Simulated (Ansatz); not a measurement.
# AlBr+ (quartet): PBE, r2SCAN, PBE0, B3LYP, wB97M-V, B2PLYP, RPA-PBE over vertical gaps between states, cc-pVTZ

How well do these functionals follow the top wave-function level for AlBr+ (quartet) over vertical gaps between states?

Method: cc-pVTZ, all electrons in the functionals, frozen cores in the correlation of double hybrids and RPA; program: Ansatz 0.2.0, Gaussian basis.

To be run: PBE, r2SCAN, PBE0, B3LYP, wB97M-V, B2PLYP, RPA-PBE, at charge 1, quartet; charge 1, doublet; charge 1, sextet.

24 further runs of the same task are left out: 8 for a known fault of the program, 8 that didn't finish, 8 set aside as unsound or not needed.

### Step 1. What is computed

The geometry is a PBE0/def2-TZVP stationary point (not a proven minimum). No spin-orbit coupling is included. The filled d shell of Br may be among the frozen orbitals whatever the setting's name suggests; the logs give the count.

2 atoms, charge 1, spin multiplicity 4.

Atoms are counted from 1 here; the program's logs count them from 0.

Bond lengths: Al1–Br2 2.527 Å.

No dispersion term is added; wB97M-V holds VV10 nonlocal correlation. B3LYP takes the VWN-RPA correlation.

The geometry shown and the zero of energy belong to the point charge 1, quartet. The yardstick, UCCSDT(Q), and other wave-function levels (R restricted, U unrestricted, valence and pair active spaces) come from earlier runs.

### Step 2. PBE, charge 1, quartet

Contents of in.yaml:

```yaml
crystal:
  periodic: [false, false, false]
  atoms:
    - {symbol: Al, position_ang: [0.000000, 0.000000, 0.000000]}
    - {symbol: Br, position_ang: [0.000000, 0.000000, 2.526700]}
basis:
  gaussian: {orbitals: cc-pVTZ}
total_charge: 1
magnetization: {spin_polarized: true, initial_magnetization: 3}
hamiltonian: {xc: {name: PBE}}
output: {orbitals: {seedname: orbitals}}
```

Launch:

```
$ ansatz run in.yaml --threads 1 --pin off --events-out ev --progress --plain --max-ram 2393MiB
```

The runs that follow: PBE, charge 1, doublet; PBE, charge 1, sextet; r2SCAN, charge 1, quartet; r2SCAN, charge 1, doublet; r2SCAN, charge 1, sextet; PBE0, charge 1, quartet; PBE0, charge 1, doublet; PBE0, charge 1, sextet; B3LYP, charge 1, quartet; B3LYP, charge 1, doublet; B3LYP, charge 1, sextet; wB97M-V, charge 1, quartet; wB97M-V, charge 1, doublet; wB97M-V, charge 1, sextet; B2PLYP, charge 1, quartet; B2PLYP, charge 1, doublet; B2PLYP, charge 1, sextet; RPA-PBE, charge 1, quartet; RPA-PBE, charge 1, doublet; RPA-PBE, charge 1, sextet.

Before running them: what should the planned runs give, taken together? Wanted: quartet to doublet, UCCSDT(Q); quartet to sextet, UCCSDT(Q); largest miss, PBE; largest miss, r2SCAN; largest miss, PBE0; largest miss, B3LYP; largest miss, wB97M-V; largest miss, B2PLYP; largest miss, RPA-PBE.

As calculated:

| quantity | value |
| --- | --- |
| quartet to doublet, UCCSDT(Q) | -381.2 kJ/mol |
| quartet to sextet, UCCSDT(Q) | 647.0 kJ/mol |
| largest miss, PBE | -21.2 kJ/mol (quartet to doublet) |
| largest miss, r2SCAN | +11.0 kJ/mol (quartet to sextet) |
| largest miss, PBE0 | +11.5 kJ/mol (quartet to sextet) |
| largest miss, B3LYP | +39.8 kJ/mol (quartet to sextet) |
| largest miss, wB97M-V | -42.1 kJ/mol (quartet to doublet) |
| largest miss, B2PLYP | +29.9 kJ/mol (quartet to sextet) |
| largest miss, RPA-PBE | +13.3 kJ/mol (quartet to doublet) |
| largest miss, RCCSD(T) | -3.0 kJ/mol (quartet to doublet) |
| largest miss, UCCSD(T) | -3.4 kJ/mol (quartet to sextet) |

In words: Of the functionals, r2SCAN keep the smallest largest miss at the points compared (at most 11.0 kJ/mol) and wB97M-V strays most (42.1 kJ/mol, at quartet to doublet). Functionals and the yardstick converge differently with the basis, so part of each miss in cc-pVTZ is the basis.
